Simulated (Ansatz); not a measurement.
# SO2 (sulfur dioxide) at CCSDT/STO-3G

Aim: the electronic atomisation energy of SO2 (sulfur dioxide) at CCSDT/STO-3G, from 3 runs. 

The calculation is run with Ansatz 0.2.0.

57 further runs of the same task are left out: 19 that didn't finish, 38 set aside as unsound or not needed.

## (1) The structure to begin with

The species is SO2 (3 atoms), meant as a singlet with charge 0. SMILES: `O=S=O`. Geometry: relaxed at PBE0-D4/def2-TZVP.

Bond lengths: O1–S2 1.431 Å, S2–O3 1.431 Å. Angles: O1–S2–O3 118.9°.

## (2) A single-point energy at CCSDT/STO-3G

molecule.yaml reads:

```yaml
crystal:
  periodic: [false, false, false]
  atoms:
    - {symbol: O, position_ang: [-0.974420, 0.645900, -0.459510]}
    - {symbol: S, position_ang: [0.269520, 0.357380, 0.186790]}
    - {symbol: O, position_ang: [0.704900, -1.003280, 0.272720]}
basis:
  gaussian:
    orbitals: STO-3G
correlation:
  method: ccsdt
  frozen_orbitals: {O: 1, S: 5}
scf:
  omitted_lower_state_checks: [cluster_reference, increment]
accuracy: high
```

Command:

```sh
$ ansatz run molecule.yaml --threads 1 --pin off --max-ram 3480MiB --events-out events.jsonl --progress --plain --runs-dir runs
```

Output:

```text
Warning: RAYON_NUM_THREADS=1 ignored (pool sized by the plan → 1); use --threads N
[... 11 lines left out ...]
7 core orbitals not correlated: weight in the atoms' cores, before any rotation towards them, 1.000 or more for the frozen orbitals, at most 0.000 for the correlated occupied ones
[... 32 lines left out ...]
WARN: these amplitudes may be one of several solutions (largest doubles amplitude 0.32, level shift 4.15 eV)
Total energy: -14716.24257469 eV, -540.8119395923 hartree
Checks for a lower state left out: cluster_reference, increment
```

Run time: 0.4 s. Hardware: 1 thread of Arm Neoverse V1, shared host.

## (3) The O atom, same level

job.yaml reads:

```yaml
crystal:
  periodic: [false, false, false]
  atoms:
    - {symbol: O, position_ang: [0.000000, 0.000000, 0.000000]}
basis:
  gaussian:
    orbitals: STO-3G
magnetization:
  spin_polarized: true
  initial_magnetization: 2
accuracy: high
scf:
  omitted_lower_state_checks: [cluster_reference, increment]
correlation:
  method: ccsdt
  frozen_orbitals: {O: 1}
```

Command:

```sh
$ ansatz run job.yaml --threads 1 --pin off --max-ram 3480MiB --events-out events.jsonl --progress --plain --runs-dir runs
```

Output, shortened:

```text
Warning: RAYON_NUM_THREADS=1 ignored (pool sized by the plan → 1); use --threads N
Functional definition: HF
  name "HF"
[...]
15 factors; integrals over basis functions are off by at most 1.1e-9 eV
[...]
mean field -2008.31323932 eV, -73.8041502613 hartree, gradient 0.0e0 eV, S^2 2.000000; 2 other end points of the search recorded, 0 dependent functions left out
1 core orbitals not correlated: weight in the atoms' cores, before any rotation towards them, 1.000 or more for the frozen orbitals, at most 0.000 for the correlated occupied ones
reference -2008.31323932 eV, -73.8041502613 hartree; 4, 2 occupied and 0, 2 virtual orbitals, 15 factors
second order 0.00000000 eV of doubles, 0.00000000 eV of singles
cycle   1  0.00000000 eV  change     0.0e0 eV  update    0.0e0
cycle   2  0.00000000 eV  change     0.0e0 eV  update    0.0e0
Total energy: -2008.31323932 eV, -73.8041502613 hartree
Checks for a lower state left out: cluster_reference, increment
```

It took 0.18 s on 1 thread of Arm Neoverse V1, shared host.

## (4) The S atom, same level

molecule.yaml reads:

```yaml
crystal:
  periodic: [false, false, false]
  atoms:
    - {symbol: S, position_ang: [0.000000, 0.000000, 0.000000]}
basis:
  gaussian:
    orbitals: STO-3G
magnetization:
  spin_polarized: true
  initial_magnetization: 2
correlation:
  method: ccsdt
  frozen_orbitals: {S: 5}
accuracy: high
scf:
  omitted_lower_state_checks: [cluster_reference, increment]
```

Run the same way, it converges to -393.13022 Eh (log not shown).

## (5) Outcome

At CCSDT/STO-3G, 7 core orbitals frozen:

| quantity | value |
| --- | --- |
| molecule: total energy | -540.81194 Eh |
| molecule: correlation energy (7 core orbitals frozen) | -209.2 mEh |
| molecule: T1 diagnostic | 0.031 |
| O atom: total energy | -73.80415 Eh |
| O atom: correlation energy (1 core orbital frozen) | 0.0 mEh |
| O atom: ⟨S²⟩ of the reference determinant | 2.000 |
| O atom: T1 diagnostic | 0.000 |
| S atom: total energy | -393.13022 Eh |
| S atom: correlation energy (5 core orbitals frozen) | 0.0 mEh |
| S atom: ⟨S²⟩ of the reference determinant | 2.000 |
| S atom: T1 diagnostic | 0.000 |
| electronic atomisation energy | 1.998 eV |

**Reading.** Taking the molecule apart into free atoms costs 2.00 eV (193 kJ/mol), before zero-point energy and without spin-orbit coupling. In a minimal basis such a difference can be off by several eV, whatever the method. The T1 diagnostic (molecule) of 0.031 is above the customary mark for such species, so a single reference may not serve. The restricted solution (molecule) is unstable to spin breaking: an unrestricted one lies lower.
